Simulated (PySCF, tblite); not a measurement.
# C₃H₁₀NSi radical: geometry, infrared bands and EPR parameters

Wanted: the infrared bands and EPR parameters of C₃H₁₀NSi radical (`CC[N][SiH2]C`), by calculation.

Computed with tblite 0.8.0 and PySCF 2.14.0, with density-fitted response routines of our own, on a single molecule in the gas phase. Atoms count from 0, in the outputs and in this text.

## (1) The molecule as given

15 atoms, charge 0, multiplicity 2; geometry from: force field or distance geometry start.

Bonds of the start (Å): C0–C1 1.53, C1–N2 1.43, N2–Si3 1.77, Si3–C4 1.87, C0–H5 1.10, C0–H6 1.10, C0–H7 1.10, C1–H8 1.10, C1–H9 1.11, Si3–H10 1.47, Si3–H11 1.49, C4–H12 1.12, C4–H13 1.11, C4–H14 1.12.

## (2) Geometry optimisation with GFN2-xTB

The job: settings as JSON, then the geometry in Å.

```
{"job": {"kind": "relax", "xc": "GFN2-xTB", "basis": "xTB"}, "charge": 0, "multiplicity": 2}
C      2.364700    -0.465900     0.250100
C      1.402200     0.657300    -0.141800
N      0.227700     0.175900    -0.797900
Si    -1.059100    -0.353500     0.295600
C     -2.731200     0.228700    -0.307100
H      3.346400     0.024600     0.376400
H      2.063400    -0.896900     1.210900
H      2.482400    -1.216300    -0.548300
H      1.213600     1.283800     0.743000
H      1.950700     1.267500    -0.885600
H     -0.863100     0.109100     1.672100
H     -1.112400    -1.838700     0.272300
H     -3.481700     0.094200     0.514300
H     -3.079100    -0.386100    -1.167300
H     -2.728800     1.324400    -0.531100
```

On the command line:

```
$ OMP_NUM_THREADS=1 python probes_run.py task.json out
```

One launch serves the whole session: the jobs run in the order shown.

The log of the run:

```text
step      E/eV     max force
  0    -438.08424    2.311
  1    -438.25580    1.255
  2    -438.30876    0.665
  3    -438.32919    0.555
  4    -438.35622    0.294
  5    -438.36321    0.303
  6    -438.37742    0.287
  7    -438.38527    0.242
  8    -438.39355    0.205
  9    -438.40026    0.177
 10    -438.40762    0.236
 11    -438.41423    0.240
 12    -438.41991    0.182
 13    -438.42478    0.197
 14    -438.43035    0.240
 15    -438.43794    0.355
 16    -438.44668    0.343
 17    -438.45306    0.194
 18    -438.45688    0.135
 19    -438.45934    0.133
 20    -438.46099    0.108
 21    -438.46244    0.087
 22    -438.46359    0.089
 23    -438.46440    0.065
 24    -438.46500    0.064
 25    -438.46548    0.046
 26    -438.46583    0.043
 27    -438.46607    0.037
 28    -438.46625    0.035
 29    -438.46644    0.031
 30    -438.46665    0.034
 31    -438.46688    0.033
 32    -438.46712    0.043
 33    -438.46737    0.041
 34    -438.46764    0.046
 35    -438.46796    0.050
 36    -438.46834    0.047
 37    -438.46869    0.057
 38    -438.46895    0.048
 39    -438.46919    0.042
 40    -438.46952    0.060
 41    -438.46998    0.079
 42    -438.47053    0.067
 43    -438.47101    0.050
 44    -438.47137    0.044
 45    -438.47169    0.050
 46    -438.47211    0.062
 47    -438.47259    0.060
 48    -438.47300    0.056
 49    -438.47333    0.046
 50    -438.47369    0.069
 51    -438.47408    0.079
 52    -438.47444    0.069
 53    -438.47480    0.053
 54    -438.47517    0.052
 55    -438.47572    0.067
 56    -438.47649    0.102
 57    -438.47780    0.114
 58    -438.47893    0.083
 59    -438.47850    0.158
 60    -438.47992    0.065
 61    -438.48025    0.060
 62    -438.48151    0.078
 63    -438.48199    0.063
 64    -438.48260    0.055
 65    -438.48291    0.043
 66    -438.48339    0.055
 67    -438.48371    0.039
 68    -438.48390    0.048
 69    -438.48406    0.036
 70    -438.48418    0.025
 71    -438.48432    0.025
 72    -438.48445    0.022
 73    -438.48456    0.024
 74    -438.48463    0.028
 75    -438.48470    0.028
 76    -438.48480    0.027
 77    -438.48494    0.030
 78    -438.48508    0.030
 79    -438.48517    0.022
 80    -438.48524    0.020
 81    -438.48530    0.024
 82    -438.48537    0.026
 83    -438.48554    0.024
 84    -438.48569    0.029
 85    -438.48590    0.038
 86    -438.48625    0.045
 87    -438.48677    0.053
 88    -438.48734    0.061
 89    -438.48790    0.063
 90    -438.48850    0.066
 91    -438.48908    0.073
 92    -438.48946    0.136
 93    -438.49024    0.089
 94    -438.49095    0.041
 95    -438.49169    0.039
 96    -438.49236    0.050
 97    -438.49290    0.065
 98    -438.49331    0.049
 99    -438.49367    0.038
100    -438.49389    0.045
101    -438.49416    0.044
102    -438.49443    0.054
103    -438.49466    0.050
104    -438.49516    0.048
105    -438.49578    0.049
106    -438.49622    0.043
107    -438.49658    0.048
108    -438.49722    0.059
109    -438.49804    0.072
110    -438.49959    0.094
111    -438.50128    0.096
112    -438.50289    0.084
113    -438.50433    0.109
114    -438.50634    0.168
115    -438.50944    0.224
116    -438.50899    0.291
117    -438.50142    0.531
118    -438.50966    0.426
119    -438.51248    0.271
120    -438.52054    0.179
121    -438.52303    0.166
122    -438.52548    0.138
123    -438.52944    0.194
124    -438.53230    0.118
125    -438.53585    0.179
126    -438.53907    0.150
127    -438.54237    0.177
128    -438.54735    0.118
129    -438.55018    0.131
130    -438.55208    0.123
131    -438.55018    0.276
132    -438.55363    0.100
133    -438.55362    0.122
134    -438.55467    0.046
135    -438.55495    0.054
136    -438.55544    0.071
137    -438.55604    0.056
138    -438.55652    0.047
139    -438.55682    0.035
140    -438.55716    0.036
141    -438.55743    0.029
142    -438.55766    0.033
143    -438.55787    0.035
144    -438.55805    0.034
145    -438.55821    0.037
146    -438.55836    0.039
147    -438.55854    0.035
148    -438.55877    0.048
149    -438.55912    0.048
150    -438.55958    0.042
151    -438.55993    0.042
152    -438.56019    0.035
153    -438.56046    0.048
154    -438.56072    0.037
155    -438.56110    0.040
156    -438.56147    0.044
157    -438.56199    0.048
158    -438.56267    0.065
159    -438.56348    0.077
160    -438.56420    0.061
161    -438.56477    0.045
162    -438.56522    0.046
163    -438.56567    0.039
164    -438.56603    0.040
165    -438.56626    0.038
166    -438.56644    0.023
167    -438.56655    0.027
168    -438.56665    0.021
169    -438.56674    0.024
170    -438.56684    0.025
171    -438.56691    0.020
172    -438.56696    0.012
173    -438.56698    0.008
```

Wall time 0.7 s (1 thread of Intel Xeon 6975P-C, shared host).

Along the way: (not every step is listed)

| step | energy from step 0 (eV) | largest force (eV/Å) |
| --- | --- | --- |
| 0 | 0.0000 | 2.3114 |
| 1 | -0.1716 | 1.2547 |
| 2 | -0.2245 | 0.6650 |
| 3 | -0.2449 | 0.5546 |
| 4 | -0.2720 | 0.2945 |
| 5 | -0.2790 | 0.3034 |
| 6 | -0.2932 | 0.2866 |
| 7 | -0.3010 | 0.2416 |
| 8 | -0.3093 | 0.2050 |
| 24 | -0.3808 | 0.0643 |
| 40 | -0.3853 | 0.0596 |
| 56 | -0.3922 | 0.1020 |
| 72 | -0.4002 | 0.0221 |
| 88 | -0.4031 | 0.0612 |
| 104 | -0.4109 | 0.0476 |
| 120 | -0.4363 | 0.1791 |
| 136 | -0.4712 | 0.0711 |
| 152 | -0.4759 | 0.0354 |
| 168 | -0.4824 | 0.0211 |
| 169 | -0.4825 | 0.0244 |
| 170 | -0.4826 | 0.0249 |
| 171 | -0.4827 | 0.0199 |
| 172 | -0.4827 | 0.0124 |
| 173 | -0.4827 | 0.0083 |

Distances of close pairs at the start and the end, largest changes first:

| bond | before (Å) | after (Å) | change (Å) |
| --- | --- | --- | --- |
| N2–Si3 | 1.770 | 1.674 | -0.096 |
| Si3–C4 | 1.870 | 1.919 | +0.049 |
| C1–N2 | 1.429 | 1.390 | -0.039 |
| C4–H12 | 1.121 | 1.083 | -0.037 |
| C4–H14 | 1.118 | 1.084 | -0.035 |
| C4–H13 | 1.113 | 1.083 | -0.031 |
| Si3–H11 | 1.486 | 1.469 | -0.017 |
| C0–H5 | 1.105 | 1.087 | -0.017 |

The next job starts from the end point, and lists it.

## (3) Infrared spectrum with GFN2-xTB

The job: settings as JSON, then the geometry in Å.

```
{"job": {"kind": "ir", "xc": "GFN2-xTB", "basis": "xTB"}, "charge": 0, "multiplicity": 2}
C      2.068888     0.066528     0.726817
C      1.467047     0.423397    -0.629716
N      0.177848    -0.020551    -0.898035
Si    -1.009238    -0.855304    -0.063642
C     -2.463223     0.384197     0.118233
H      3.079463     0.459009     0.810458
H      1.460094     0.483035     1.525264
H      2.095534    -1.013927     0.844636
H      1.477099     1.518684    -0.766110
H      2.115556     0.039478    -1.436046
H     -0.775516    -1.439460     1.268263
H     -1.448762    -1.896470    -1.001969
H     -3.339025    -0.145363     0.473628
H     -2.690128     0.834527    -0.839734
H     -2.220050     1.170213     0.823417
```

The log of the run:

```text
mode    cm-1     km/mol
  1      39.7      0.78
  2      87.4      8.35
  3     121.2      0.14
  4     164.7      2.92
  5     197.4      7.97
  6     245.7     16.96
  7     428.6      8.66
  8     496.5     65.37
  9     583.0     14.01
 10     656.7     64.98
 11     684.2     22.75
 12     751.1      1.78
 13     767.7     14.96
 14     782.3     95.74
 15     815.9     50.99
 16     845.2    168.91
 17     985.8     18.01
 18    1038.0      8.41
 19    1075.0     13.25
 20    1197.5      1.01
 21    1258.2    136.12
 22    1295.1      5.09
 23    1329.4      6.24
 24    1395.6      7.52
 25    1416.2     36.55
 26    1481.7      0.66
 27    1484.4      4.90
 28    1486.9      0.99
 29    1496.2      1.86
 30    2155.9    450.48
 31    2189.1    121.75
 32    2785.2     14.95
 33    2835.7     24.81
 34    3034.1     33.28
 35    3039.7     30.08
 36    3044.0     19.87
 37    3057.3     19.92
 38    3063.7     35.35
 39    3075.5     28.30
```

Run time: 0.28 s. Hardware: 1 thread of Intel Xeon 6975P-C, shared host.

The strongest bands and the atoms that carry them (share of the mass-weighted mode):

| cm⁻¹ | km/mol | atoms |
| --- | --- | --- |
| 496 | 65.4 | H11 30 %, H10 19 %, N2 15 %, Si3 10 % |
| 657 | 65.0 | H10 48 %, H11 28 %, Si3 12 % |
| 782 | 95.7 | H10 33 %, H11 32 %, H12 13 % |
| 816 | 51.0 | H14 37 %, H13 30 %, C4 14 % |
| 845 | 168.9 | H12 24 %, Si3 18 %, H13 14 % |
| 1258 | 136.1 | N2 40 %, C1 14 %, H9 10 % |
| 2156 | 450.5 | H10 81 %, H11 15 % |
| 2189 | 121.8 | H11 82 %, H10 16 % |

## (4) g tensor and hyperfine couplings: B3LYP/pcH-1

Same as in step 3 but for these lines:

```diff
@@ -1,2 +1,2 @@
-{"job": {"kind": "ir", "xc": "GFN2-xTB", "basis": "xTB"}, "charge": 0, "multiplicity": 2}
+{"job": {"kind": "epr", "basis": "pcH-1"}, "charge": 0, "multiplicity": 2}
 C      2.068888     0.066528     0.726817
```

Method: UKS B3LYP, pcH-1 on C H N Si, non-relativistic, mean-field spin-orbit, GIAO.

The log of the run:

```text
UKS, coarse grid
  cycle   1  E = -464.50021380  |g| = 3.69e-01
  cycle   2  E = -464.46330465  |g| = 4.66e-01
  cycle   3  E = -464.56856011  |g| = 5.66e-02
  cycle   4  E = -464.56947668  |g| = 3.92e-02
  cycle   5  E = -464.57019950  |g| = 6.68e-03
  cycle   6  E = -464.57023155  |g| = 2.72e-03
  cycle   7  E = -464.57023594  |g| = 1.24e-03
  cycle   8  E = -464.57023560  |g| = 2.42e-04
UKS, final grid
  cycle   1  E = -464.57021339  |g| = 2.47e-04
  cycle   2  E = -464.57021337  |g| = 3.24e-04
  cycle   3  E = -464.57021343  |g| = 4.23e-05
  cycle   4  E = -464.57021343  |g| = 2.50e-05
E = -464.57021343 Eh   <S^2> = 0.7543 (exact 0.7500)
g shifts (ppm)      1          2          3
  rmc          -192       -192       -192
  gc             -7         41         41
  oz_so          -3       1859       8458
  total        -202       1708       8307
hyperfine (MHz)  atom isotope    a_iso     a_fc   dipolar eigenvalues
    0   13C      -3.57      -3.57     -1.05     -0.68      1.74
    1   13C     -33.19     -33.25     -5.22      2.36      2.86
    2   14N      28.89      28.69    -39.02    -37.51     76.53
    3  29Si      49.68      49.78     -3.57     -0.09      3.65
    4   13C      46.72      46.73     -6.31     -6.03     12.34
    5    1H      -2.27      -2.28     -1.84     -1.69      3.54
    6    1H       0.33       0.33     -2.93     -2.67      5.60
    7    1H       0.33       0.33     -3.01     -2.68      5.69
    8    1H     156.45     156.43     -6.95     -3.36     10.31
    9    1H     163.34     163.32     -7.13     -3.41     10.53
   10    1H      -6.17      -6.17     -2.83     -2.51      5.35
   11    1H      85.64      85.63     -4.27     -1.91      6.19
   12    1H      13.37      13.37     -3.68     -1.15      4.83
   13    1H      -4.22      -4.22     -4.50     -1.12      5.62
   14    1H      -4.60      -4.60     -4.28     -1.18      5.46
```

It took 32 s on 1 thread of Intel Xeon 6975P-C, shared host; peak memory 0.9 GiB.

Principal g values 2.00212, 2.00403, 2.01063; g(iso) = 2.00559, against 2.00232 for a free electron.

Mean a(iso) over the nuclei that a row names, and the largest dipolar term of the row (other rows stand at the frozen geometry):

| nuclei | isotope | a(iso) (MHz) | a(iso) (G, at g = 2.0023) | largest dipolar term (MHz) |
| --- | --- | --- | --- | --- |
| H8, H9 | 1H | 159.9 | 57.1 | 10.5 |
| Si3 | 29Si | 49.7 | 17.7 | 3.7 |
| C4 | 13C | 46.7 | 16.7 | 12.3 |
| H10, H11 | 1H | 39.7 | 14.2 | 6.2 |
| C1 | 13C | -33.2 | -11.8 | -5.2 |
| N2 | 14N | 28.9 | 10.3 | 76.5 |
| C0 | 13C | -3.6 | -1.3 | 1.7 |
| H12, H13, H14 | 1H | 1.5 | 0.5 | 5.6 |
| H5, H6, H7 | 1H | -0.5 | -0.2 | 5.7 |

Mulliken spin populations:

C0 0.00; C1 -0.07; N2 0.86; Si3 -0.04; C4 0.06; H5 0.00; H6 0.00; H7 0.00; H8 0.07; H9 0.07; H10 0.00; H11 0.05; H12 0.01; H13 0.00; H14 0.00

In first order the couplings over 0.8 MHz of 1H, 14N give 108 distinct lines over 164.7 G, if the averaged nuclei exchange fast.

The fields below are evaluated on a grid from the run's orbitals.

ELF in a plane through or near 6 of the atoms.

Ten even steps from '0' (0.00) to '9' (1.00):
```
0000000000000000000000000000
0000000000000000000000000000
0000000000000012200000000000
0000000000000389983000000000
0000000022000699995000000000
0000000377400699994000000000
0000000589710499992001100000
0000012489720189951037861000
0000688743520022256589995000
0001899934530132388699995000
0001899867841343586559972000
0000376336643342255365310000
0000000027983121027998300000
0000000069994010017999500000
0000000179994000005998300000
0000000069992000001452000000
0000000014640000000000000000
0000000000000000000000000000
0000000000000000000000000000
0000000000000000000000000000
```
The map spans 11.9 Å across and 8.9 Å up, centred on the molecule. Atoms in the plane (x, y in Å): C0 (-2.1, 0.4), C4 (2.4, -0.3), H8 (-1.5, -1.7), H10 (0.8, 1.9), H12 (3.3, 0.3), H13 (2.7, -1.3).

log10 of the density (e/Å³) in the same plane.

Ten even steps from ' ' (-4.0) to '@' (1.3):
```
                                                        
                            ........                    
                        ..::::::::::....                
            ....::::::::::--======----::..              
          ..::------------==++++++==--::....            
        ..::--====++====--==******++==--::::....        
      ..::--==++****++====++**####**++==------::..      
      ::--==++**####**++==++********++++++++==--::..    
    ..::==++**##%%%%##**++++++************##**++--::    
    ..::==++####%%@@##**++++******########%%**++--::    
    ..::==++**########************####@@%%##**++--::    
      ::--==++++**######******++++**##%%##**++==--::    
      ..::----==++######**++++====++**####**++--::..    
        ..::--==++##%%##++++========++****++==--::      
          ..::--++******++==--------==++++==--::..      
            ..--====++++==--::::::::--------::..        
              ::::------::::..    ....::::....          
                ..........                              
                                                        
                                                        
```
The map spans 11.9 Å across and 8.9 Å up, centred on the molecule. Atoms in the plane (x, y in Å): C0 (-2.1, 0.4), C4 (2.4, -0.3), H8 (-1.5, -1.7), H10 (0.8, 1.9), H12 (3.3, 0.3), H13 (2.7, -1.3).

On the surface of density 0.002 e/bohr³ the electrostatic potential runs, from the 1st to the 99th percentile, from -1.42 V near N2 to 0.93 V near H6.

The spin density lies nearest to N2 71 %; H8, H9 about 6 % each.

## (5) Results

| quantity | value |
| --- | --- |
| strongest single infrared mode (GFN2-xTB) | 2156 cm⁻¹, 450 km/mol |
| zero-point energy (GFN2-xTB) | 75.6 kcal/mol |
| g(iso) (B3LYP) | 2.00559 |
| ⟨S²⟩ | 0.754 (exact 0.75) |
| largest a(iso) (averaged by class) | 1H on H8, H9, 159.9 MHz |
| surface potential, 1st and 99th percentile | -1.42 V and 0.93 V |

In words: The optimisation took 173 steps and gained 0.483 eV; among the close pairs (by a distance rule), N2–Si3 changed most, from 1.770 to 1.674 Å. No mode is imaginary among the 39: a minimum at this level. The strongest single mode, at 2156 cm⁻¹, moves mainly H10. GFN2-xTB is a fitted tight-binding method: band positions and strengths are rough. Its intensities can rank the bands wrongly. Most of the unpaired spin sits on N2 (0.86 e). The isotropic g lies 3.3 ppt above the free-electron value.
